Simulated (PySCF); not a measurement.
# Cl6Si2: the cost of one run

The runs use PySCF 2.14.0; levels as typed in each script, gas phase, geometry from GFN2-xTB.

**1. The system as given**

SMILES `Cl[Si](Cl)(Cl)[Si](Cl)(Cl)Cl`, 8 atoms, charge 0, spin multiplicity 1.

Bond lengths: Cl1–Si2 2.018 Å, Si2–Cl3 2.018 Å, Si2–Cl4 2.018 Å, Si2–Si5 2.339 Å, Si5–Cl6 2.018 Å, Si5–Cl7 2.018 Å, Si5–Cl8 2.018 Å. Angles: Cl1–Si2–Cl3 108.3°, Cl1–Si2–Cl4 108.3°, Cl1–Si2–Si5 110.6°, Cl3–Si2–Cl4 108.3°, Cl3–Si2–Si5 110.7°, Cl4–Si2–Si5 110.7°, Si2–Si5–Cl6 110.6°, Si2–Si5–Cl7 110.7°, Si2–Si5–Cl8 110.7°, Cl6–Si5–Cl7 108.3°, Cl6–Si5–Cl8 108.3°, Cl7–Si5–Cl8 108.3°.

Geometry (Å):

```
Cl   -1.8816    1.8883    0.0034
Si   -1.1697   -0.0002    0.0000
Cl   -1.8817   -0.9412   -1.6370
Cl   -1.8817   -0.9470    1.6336
Si    1.1697    0.0002    0.0000
Cl    1.8816   -1.8883    0.0034
Cl    1.8817    0.9470    1.6336
Cl    1.8817    0.9412   -1.6370
```

**2. Removing and adding an electron (HF/6-31+g*)**

Contents of input.py:

```python
import numpy as np
from pyscf import gto, scf, dft
from pyscf.scf import atom_ks, atom_hf
from scipy.linalg import block_diag

def solve(mol, dm0=None, hcore=None):
    mf = scf.UHF(mol) if mol.spin else scf.RHF(mol)
    mf = mf.density_fit(auxbasis='def2-universal-jkfit')
    mf.conv_tol, mf.max_cycle = 1e-8, 80
    if hcore is not None:
        mf.get_hcore = lambda *args: hcore
    mf.kernel(dm0)
    if not mf.converged:
        mf = mf.newton().run(mf.mo_coeff, mf.mo_occ, max_cycle=30)
    assert mf.converged, 'SCF not converged'
    return mf

mol = gto.M(atom='''
Cl    -1.88162     1.88834     0.00335
Si    -1.16972    -0.00016    -0.00003
Cl    -1.88171    -0.94119    -1.63696
Cl    -1.88171    -0.94698     1.63364
Si     1.16972     0.00016    -0.00003
Cl     1.88162    -1.88834     0.00335
Cl     1.88171     0.94698     1.63364
Cl     1.88171     0.94119    -1.63696
''', basis='6-31+g*', charge=0, spin=0, verbose=4)
mf = solve(mol)
out = dict(e0=mf.e_tot, dm0=mf.make_rdm1(), c=mf.mo_coeff, occ=mf.mo_occ, eps=mf.mo_energy)
for name, dq, spin in [('cation', 1, 1), ('anion', -1, 1)]:
    ion = mol.copy().set(charge=mol.charge + dq, spin=spin).build()
    mi = solve(ion)
    if spin and dq > 0 and mol.nao < 130:
        c, _, stable, _ = mi.stability(return_status=True)
        if not stable:
            mi = solve(ion, mi.make_rdm1(c, mi.mo_occ))
    print(name, 'vertical energy change / eV', (mi.e_tot - mf.e_tot) * 27.211386)
    out.update({'e_' + name: mi.e_tot, 'dm_' + name: mi.make_rdm1(), 's2_' + name: mi.spin_square()[0], 'eps_' + name: mi.mo_energy, 'occ_' + name: mi.mo_occ})
# spherically averaged free atoms, for the promolecule
atm = scf.atom_hf.get_atm_nrhf(mol)
pro = block_diag(*[(atm[a[0]][2] * atm[a[0]][3]) @ atm[a[0]][2].T for a in mol._atom])
np.savez('result.npz', pro=pro, **out)
```

Command:

```
OMP_NUM_THREADS=1 python input.py
```

What time and memory should one allow on 1 thread of AMD EPYC, shared host?

About 75 s, with a peak of 0.61 GiB.
